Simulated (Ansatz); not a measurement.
**B₂FGaH₄O: a ladder of functionals and wavefunction methods**

The task here is to estimate one member of a computed series from the others.

Method: functionals in def2-TZVPP, the program's frozen cores in correlated methods; program: Ansatz 0.2.0, Gaussian basis.

The runs, in order: LDA (SPW92), PBE-D4, revPBE-D4, BLYP-D4, r2SCAN-D4, B97M-V, PBE0-D4, B3LYP-D4, r2SCANh-D4, r2SCAN0-D4, HSE06-D4, BHLYP-D4, CAM-B3LYP-D4, LC-ωPBE, ωB97X-V, ωB97M-V, B2PLYP, PBE-QIDH; CCSD(T)/def2-SVP; CCSD(T)/def2-TZVPP; MP2/def2-QZVPP; extrapolation to the limit; RPA on PBE.

**The relaxed structure**

An earlier PBE0-D4 in a triple-zeta def2 set relaxation fixed the geometry.

SMILES `[OH][GaH][BH]BF`, 9 atoms, charge 0, spin multiplicity 1.

Atoms are counted from 1 here; the program's logs count them from 0.

Bond lengths: O1–Ga2 1.795 Å, O1–H6 0.959 Å, Ga2–B3 2.087 Å, Ga2–H7 1.563 Å, B3–B4 1.655 Å, B3–H8 1.200 Å, B4–F5 1.330 Å, B4–H9 1.210 Å. Angles: Ga2–O1–H6 114.9°, O1–Ga2–B3 118.3°, O1–Ga2–H7 111.8°, B3–Ga2–H7 129.8°, Ga2–B3–B4 122.6°, Ga2–B3–H8 115.9°, B4–B3–H8 121.2°, B3–B4–F5 124.2°, B3–B4–H9 119.4°, F5–B4–H9 116.3°.

As a file:

```xyz
9
B2FGaH4O
O    -2.1496    0.2131    1.4394
Ga   -0.4860   -0.4472    1.3003
B     0.3620   -0.6038   -0.6005
B     1.2934    0.5932   -1.2639
F     0.8149    1.5944   -1.9967
H    -2.5475    0.4824    0.6094
H     0.1049   -0.8322    2.6956
H     0.2133   -1.6568   -1.1566
H     2.4831    0.6107   -1.0442
```

The first run:

in.yaml

```yaml
crystal:
  periodic: [false, false, false]
  atoms:
    - {symbol: O, position_ang: [-2.149627, 0.213120, 1.439365]}
    - {symbol: Ga, position_ang: [-0.486010, -0.447183, 1.300336]}
    - {symbol: B, position_ang: [0.362003, -0.603827, -0.600512]}
    - {symbol: B, position_ang: [1.293423, 0.593246, -1.263870]}
    - {symbol: F, position_ang: [0.814912, 1.594367, -1.996713]}
    - {symbol: H, position_ang: [-2.547538, 0.482440, 0.609415]}
    - {symbol: H, position_ang: [0.104901, -0.832235, 2.695590]}
    - {symbol: H, position_ang: [0.213346, -1.656847, -1.156649]}
    - {symbol: H, position_ang: [2.483091, 0.610719, -1.044161]}
basis:
  gaussian: {orbitals: def2-TZVPP}
hamiltonian: {xc: lda}
output: {orbitals: {seedname: orbitals}}
```

The run is started by

```
ansatz run in.yaml --threads 4 --pin off --events-out ev --progress --plain --max-ram 10444MiB
```

Among the steps run: LDA; PBE-D4 (GGA); revPBE-D4 (GGA); BLYP-D4 (GGA); r2SCAN-D4 (meta-GGA); B97M-V (meta-GGA); PBE0-D4 (hybrid); B3LYP-D4 (hybrid); r2SCANh-D4 (hybrid); r2SCAN0-D4 (hybrid); HSE06-D4 (hybrid); BHLYP-D4 (hybrid); CAM-B3LYP-D4 (range-separated); LC-ωPBE (range-separated); ωB97X-V (range-separated); ωB97M-V (range-separated); B2PLYP (double hybrid); PBE-QIDH (double hybrid).

One table of the session follows, with a row left open; its other results are not shown here.

It belongs to the step «Orbital energies across the functionals». 

| functional | HOMO (eV) | LUMO (eV) | gap (eV) |
| --- | --- | --- | --- |
| LDA (SPW92) | -6.50 | -4.02 | 2.48 |
| PBE-D4 | -6.36 | -3.71 | 2.64 |
| revPBE-D4 | -6.30 | -3.58 | 2.71 |
| BLYP-D4 | -6.25 | -3.53 | 2.72 |
| r2SCAN-D4 | -6.62 | -3.42 | 3.20 |
| B97M-V | -6.69 | -3.47 | 3.23 |
| PBE0-D4 | -7.58 | -2.77 | 4.81 |
| B3LYP-D4 | -7.39 | -2.96 | 4.43 |
| r2SCANh-D4 | -7.07 | -3.09 | 3.98 |
| r2SCAN0-D4 | ? | ? | ? |
| HSE06-D4 | -7.18 | -3.15 | 4.03 |
| BHLYP-D4 | -8.71 | -1.73 | 6.98 |
| CAM-B3LYP-D4 | -8.92 | -1.65 | 7.27 |
| LC-ωPBE | -10.22 | -0.44 | 9.78 |
| ωB97X-V | -9.87 | -0.56 | 9.31 |
| ωB97M-V | -9.70 | -0.82 | 8.89 |

Q: Estimate the row for r2SCAN0-D4 from the others.

Worked estimate for «HOMO (eV)». Against the share of exact exchange, r2SCAN-D4 (0, -6.62), r2SCANh-D4 (0.1, -7.07) give a slope of -4.50 per unit share; at 0.25 the line stands at -7.74.

The run gave: HOMO (eV): -7.75; LUMO (eV): -2.61; gap (eV): 5.14. In «HOMO (eV)» the line misses by +0.01.
